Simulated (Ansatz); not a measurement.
# CH₁₀B₂Si₂: up Jacob's ladder to CCSD(T)

An exercise on one series of results from a longer session: the logs are not shown, and one member is left open.

Computed with Ansatz 0.2.0, Gaussian basis. Level: functionals in def2-TZVPP, the program's frozen cores in correlated methods.

The runs, in order: PBE-D4, r2SCAN-D4, PBE0-D4, B3LYP-D4, ωB97X-V, ωB97M-V, B2PLYP; CCSD(T)/def2-TZVPP; MP2/def2-QZVPP; extrapolation to the limit.

### The geometry

The geometry comes from an earlier relaxation with PBE0-D4 in a triple-zeta def2 set; it is a stationary point, not always the lowest conformer.

SMILES `B[SiH2]B(C)[SiH3]`, 15 atoms, charge 0, spin multiplicity 1.

Atoms are counted from 1 here; the program's logs count them from 0.

Bond lengths: B1–Si2 1.996 Å, B1–H6 1.196 Å, B1–H7 1.196 Å, Si2–B3 2.028 Å, Si2–H8 1.492 Å, Si2–H9 1.490 Å, B3–C4 1.554 Å, B3–Si5 2.015 Å, C4–H10 1.106 Å, C4–H11 1.092 Å, C4–H12 1.093 Å, Si5–H13 1.494 Å, Si5–H14 1.492 Å, Si5–H15 1.490 Å. Angles: Si2–B1–H6 120.4°, Si2–B1–H7 121.4°, H6–B1–H7 117.9°, B1–Si2–B3 99.3°, B1–Si2–H8 112.6°, B1–Si2–H9 113.3°, B3–Si2–H8 110.3°, B3–Si2–H9 111.8°, H8–Si2–H9 109.3°, Si2–B3–C4 120.6°, Si2–B3–Si5 117.0°, C4–B3–Si5 122.3°, B3–C4–H10 103.2°, B3–C4–H11 116.2°, B3–C4–H12 114.8°, H10–C4–H11 106.3°, H10–C4–H12 105.0°, H11–C4–H12 110.0° and more.

Set-up of the first run:

Contents of in.yaml:

```yaml
crystal:
  periodic: [false, false, false]
  atoms:
    - {symbol: B, position_ang: [-2.078380, -0.057051, 1.402685]}
    - {symbol: Si, position_ang: [-0.141511, 0.371178, 1.624715]}
    - {symbol: B, position_ang: [0.521394, -0.151871, -0.218829]}
    - {symbol: C, position_ang: [0.683147, -1.648538, -0.606232]}
    - {symbol: Si, position_ang: [0.844078, 1.340758, -1.533858]}
    - {symbol: H, position_ang: [-2.485066, -1.157872, 1.635206]}
    - {symbol: H, position_ang: [-2.842481, 0.734505, 0.934405]}
    - {symbol: H, position_ang: [0.515262, -0.468554, 2.669107]}
    - {symbol: H, position_ang: [0.113211, 1.810155, 1.917282]}
    - {symbol: H, position_ang: [-0.286229, -1.893349, -1.078734]}
    - {symbol: H, position_ang: [0.807599, -2.350541, 0.220616]}
    - {symbol: H, position_ang: [1.431514, -1.843320, -1.379131]}
    - {symbol: H, position_ang: [2.161929, 1.946669, -1.176251]}
    - {symbol: H, position_ang: [0.917058, 0.902697, -2.958081]}
    - {symbol: H, position_ang: [-0.183326, 2.414336, -1.423399]}
basis:
  gaussian: {orbitals: def2-TZVPP}
hamiltonian: {xc: pbe, dispersion: d4}
output: {forces: true, orbitals: {seedname: orbitals}}
```

Run with:

```console
ansatz run in.yaml --threads 4 --pin off --events-out ev --progress --plain --max-ram 10444MiB
```

Among the steps run: PBE-D4 (GGA); r2SCAN-D4 (meta-GGA); PBE0-D4 (hybrid); B3LYP-D4 (hybrid); ωB97X-V (range-separated); ωB97M-V (range-separated); B2PLYP (double hybrid); CCSD(T) in def2-TZVPP; MP2 in def2-QZVPP.

One table of the session follows, with a row left open; its other results are not shown here.

| method | atomisation energy (eV) |
| --- | --- |
| PBE-D4 | 50.978 |
| r2SCAN-D4 | 51.094 |
| PBE0-D4 | 50.784 |
| B3LYP-D4 | 50.977 |
| ωB97X-V | 51.089 |
| ωB97M-V | 50.867 |
| B2PLYP | 50.191 |
| HF/def2-TZVPP | 39.540 |
| MP2/def2-TZVPP | 49.445 |
| CCSD/def2-TZVPP | 49.058 |
| CCSD(T)/def2-TZVPP | 49.523 |
| MP2/CBS | ? |
| CCSD(T)/CBS | 50.587 |

Q: Estimate the row for MP2/CBS from the others.

As computed: atomisation energy (eV): 50.508. In the column «atomisation energy (eV)» it lies between B2PLYP (50.191) and CCSD(T)/CBS (50.587).

To keep in mind: Free atoms (2 B, 2 Si, 1 C, 10 H) were run apart at each level; the atomisation energy is their sum less the molecule, without zero-point or spin-orbit terms.
